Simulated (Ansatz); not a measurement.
**InN₃H₆: small, medium and large basis sets**

An exercise on one series of results from a longer session: the logs are not shown, and one member is left open.

Computed with Ansatz 0.2.0, Gaussian basis. Level: one geometry, several basis sets.

Plan: PBE0-D4/def2-SVP; ωB97M-V/def2-SVP; PBE0-D4/def2-QZVPP; ωB97M-V/def2-QZVPP; the functionals' def2-TZVPP values are taken from earlier runs.

## The geometry

An earlier PBE0-D4 in a triple-zeta def2 set relaxation fixed the geometry. In takes the def2 core potential; no spin-orbit term is included.

SMILES `[NH2][In]([NH2])[NH2]`, 10 atoms, charge 0, spin multiplicity 1.

Atoms are counted from 1 here; the program's logs count them from 0.

Bond lengths: N1–In2 2.025 Å, N1–H5 1.010 Å, N1–H6 1.010 Å, In2–N3 2.026 Å, In2–N4 2.025 Å, N3–H7 1.010 Å, N3–H8 1.010 Å, N4–H9 1.010 Å, N4–H10 1.010 Å. Angles: In2–N1–H5 116.1°, In2–N1–H6 116.6°, H5–N1–H6 108.4°, N1–In2–N3 119.7°, N1–In2–N4 120.5°, N3–In2–N4 119.6°, In2–N3–H7 116.1°, In2–N3–H8 116.1°, H7–N3–H8 108.3°, In2–N4–H9 116.1°, In2–N4–H10 116.6°, H9–N4–H10 108.4°.

Set-up of the first run:

in.yaml

```yaml
crystal:
  periodic: [false, false, false]
  atoms:
    - {symbol: N, position_ang: [-1.823548, 0.620434, -0.639443]}
    - {symbol: In, position_ang: [-0.010052, 0.001830, 0.017106]}
    - {symbol: N, position_ang: [0.527548, -1.939548, -0.203336]}
    - {symbol: N, position_ang: [1.200674, 1.267013, 1.034942]}
    - {symbol: H, position_ang: [-2.233959, 0.079891, -1.387534]}
    - {symbol: H, position_ang: [-1.911593, 1.600060, -0.868749]}
    - {symbol: H, position_ang: [1.178577, -2.300117, 0.479826]}
    - {symbol: H, position_ang: [-0.229351, -2.601630, -0.299782]}
    - {symbol: H, position_ang: [2.180763, 1.023655, 1.056773]}
    - {symbol: H, position_ang: [1.120931, 2.248402, 0.810197]}
basis:
  gaussian: {orbitals: def2-SVP}
hamiltonian: {xc: pbe0, dispersion: d4}
output: {orbitals: {seedname: orbitals}}
```

On the command line:

```sh
ansatz run in.yaml --threads 4 --pin off --events-out ev --progress --plain --max-ram 10444MiB
```

Among the steps run: PBE0-D4 in def2-SVP; ωB97M-V in def2-SVP; PBE0-D4 in def2-QZVPP; ωB97M-V in def2-QZVPP.

One of the session's tables, all rows but one given; the rest of the session is left out.

It belongs to the step «Functionals by basis». 

```
functional       basis  HOMO (eV)
   PBE0-D4    def2-SVP      -6.43
   PBE0-D4  def2-TZVPP          ?
   PBE0-D4  def2-QZVPP      -6.85
   ωB97M-V    def2-SVP      -8.77
   ωB97M-V  def2-TZVPP      -9.13
   ωB97M-V  def2-QZVPP      -9.22
```

Estimate the missing values for PBE0-D4, def2-TZVPP.

As computed: HOMO (eV): -6.77. In the column «HOMO (eV)» it lies between PBE0-D4, def2-QZVPP (-6.85) and PBE0-D4, def2-SVP (-6.43).
